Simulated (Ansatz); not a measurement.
# Sn4P: the cost of one run

Method: DFT PBE, scalar-relativistic, plane waves, PAW, in Ansatz 0.2.0.

## (1) Starting point

Symmetry: Im-3m, No. 229, cubic system. The conventional cell has a = 6.616 Å, b = 6.616 Å, c = 6.616 Å, α = 90.00°, β = 90.00°, γ = 90.00°. Sn (site symmetry -3m) is surrounded by 2 P at 2.86 Å. P (site symmetry m-3m) has 8 Sn at 2.86 Å in its first shell of neighbours.

Structure file:

```cif
data_structure
_symmetry_space_group_name_H-M 'P 1'
_symmetry_Int_Tables_number 1
_cell_length_a 5.7296
_cell_length_b 5.7296
_cell_length_c 5.7296
_cell_angle_alpha 109.471
_cell_angle_beta 109.471
_cell_angle_gamma 109.471
_cell_volume 144.79
loop_
_atom_site_label
_atom_site_type_symbol
_atom_site_fract_x
_atom_site_fract_y
_atom_site_fract_z
_atom_site_occupancy
Sn1 Sn 0.00000 0.00000 0.50000 1
Sn2 Sn 0.50000 0.00000 0.00000 1
Sn3 Sn 0.50000 0.50000 0.50000 1
Sn4 Sn 0.00000 0.50000 0.00000 1
P1 P 0.00000 0.00000 0.00000 1
```

It is the end of an earlier relaxation with the same method, from a database cell with other species swapped in; it needn't be the stable form of this composition. At a tolerance of 0.05 Å it has space group Im-3m (No. 229); it has 28.96 Å³/atom, an uncorrected energy of +0.24 eV/atom over the elements.

## (2) Bands, states and charges

File input.yaml:

```yaml
crystal:
  lattice:
    - [-3.3079640244, 3.3079640244, 3.3079640244]
    - [3.3079640244, -3.3079640244, 3.3079640244]
    - [3.3079640244, 3.3079640244, -3.3079640244]
  atoms:
    - { symbol: Sn, position: [0.0, 0.0, 0.5] }
    - { symbol: Sn, position: [0.5, 0.0, 0.0] }
    - { symbol: Sn, position: [0.5, 0.5, 0.5] }
    - { symbol: Sn, position: [0.0, 0.5, 0.0] }
    - { symbol: P, position: [0.0, 0.0, 0.0] }
basis:
  ecutwfc: 420
kpoints:
  mp_grid: { grid: [8, 8, 8] }
  band_path:
    path:
      - [[0.0, 0.0, 0.0], [0.5, -0.5, 0.5], [0.0, 0.0, 0.5], [0.0, 0.0, 0.0], [0.25, 0.25, 0.25], [0.5, -0.5, 0.5]]
      - [[0.25, 0.25, 0.25], [0.0, 0.0, 0.5]]
    npoints: 14
hamiltonian:
  xc: pbe
scf:
  occupations: { method: gaussian, width: 0.1 }
  n_extra_bands: 12
output:
  forces: true
  stress: true
  eigenvalues: true
  populations: true
  dos: { projected: true, de: 0.02, nscf_kmesh: { grid: [10, 10, 10] } }
  bader: true
  write_density: true
  write_potential: true
  elf: true
  volumetric_format: npy
```

On the command line:

```sh
$ ansatz run input.yaml --threads 1 --pin off --max-ram 2560MiB --backend cpu --events-out ev --progress --plain --runs-dir out
```

What time and memory should one allow on 1 thread of Intel Xeon 6975P-C (Granite Rapids), shared host?

About 32 s, with a peak of 0.61 GiB.
